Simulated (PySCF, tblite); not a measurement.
**C6H9N− (doublet): geometry, infrared bands and EPR parameters**

Wanted: the infrared bands and EPR parameters of C6H9N− (doublet) (`C=C1C[C]([NH-])[C@H]1C`), by calculation.

The runs use tblite 0.8.0 and PySCF 2.14.0, with density-fitted response routines of our own; the level of theory stands in each step. All values are computed, except where a source is named. Atoms count from 0, in the outputs and in this text.

### 1 The starting structure

16 atoms, charge -1, multiplicity 2; geometry from: force field or distance geometry start.

Bonds of the start (Å): C0–C1 1.35, C1–C2 1.53, C2–C3 1.48, C3–N4 1.34, C3–C5 1.46, C5–C6 1.52, C5–C1 1.52, C0–H7 1.08, C0–H8 1.08, C2–H9 1.09, C2–H10 1.10, N4–H11 1.03, C5–H12 1.09, C6–H13 1.09, C6–H14 1.09, C6–H15 1.11.

### 2 Optimising the geometry with GFN2-xTB

The job: settings as JSON, then the geometry in Å.

```
{"job": {"kind": "relax", "xc": "GFN2-xTB", "basis": "xTB"}, "charge": -1, "multiplicity": 2}
C      2.197000    -0.553900    -0.107000
C      0.862600    -0.518000     0.085300
C     -0.057800    -1.201800     1.091100
C     -1.146700    -0.427200     0.445100
N     -2.440900    -0.754200     0.404000
C     -0.308000     0.183600    -0.586300
C     -0.276200     1.707500    -0.547900
H      2.825400    -1.152700     0.535200
H      2.632300     0.026500    -0.905700
H      0.079200    -0.945600     2.146300
H     -0.168700    -2.286600     0.990800
H     -2.852500    -0.197900    -0.360300
H     -0.539500    -0.180100    -1.582700
H     -1.234200     2.116300    -0.871800
H      0.488600     2.100900    -1.219300
H     -0.068300     2.092300     0.471800
```

On the command line:

```bash
$ OMP_NUM_THREADS=1 python probes_run.py task.json out
```

This one command runs all jobs of the session in turn.

**Question.** This job is followed by: GFN2-xTB harmonic vibrations, gas phase; UKS B3LYP, pcH-1 on C H N, non-relativistic, mean-field spin-orbit, GIAO. Predict these results of the whole session: strongest single infrared mode (GFN2-xTB); zero-point energy (GFN2-xTB); g(iso) (B3LYP); ⟨S²⟩; largest a(iso) (averaged by class).

The runs gave:

| quantity | value |
| --- | --- |
| strongest single infrared mode (GFN2-xTB) | 1535 cm⁻¹, 747 km/mol |
| zero-point energy (GFN2-xTB) | 80.3 kcal/mol |
| g(iso) (B3LYP) | 2.00305 |
| ⟨S²⟩ | 0.755 (exact 0.75) |
| largest a(iso) (averaged by class) | 13C on C6, 129.2 MHz |

Over 116 steps the energy fell by 0.398 eV; of the close pairs, C3–C5 changed most, 1.463 to 1.514 Å. All 42 modes are real, so the xTB geometry is a minimum. The strongest single mode, at 1535 cm⁻¹, has its largest shares on C3, C1, N4 and C0 (the list is cut at 4 atoms). GFN2-xTB is a fitted tight-binding method: band positions and strengths are rough. Its intensities can rank the bands wrongly. The largest spin populations lie on C0 (0.33 e), N4 (0.25 e). The isotropic g lies 0.7 ppt above the free-electron value. The records flag this anion as possibly unbound in the gas phase, so the basis may hold the extra electron. These values are for one conformer; the search (at its own cheap level) found 2 more, at 0.00, 1.06 kcal/mol (those within 0.05 may be mirror or relabelled copies), and measured spectra average over such forms.
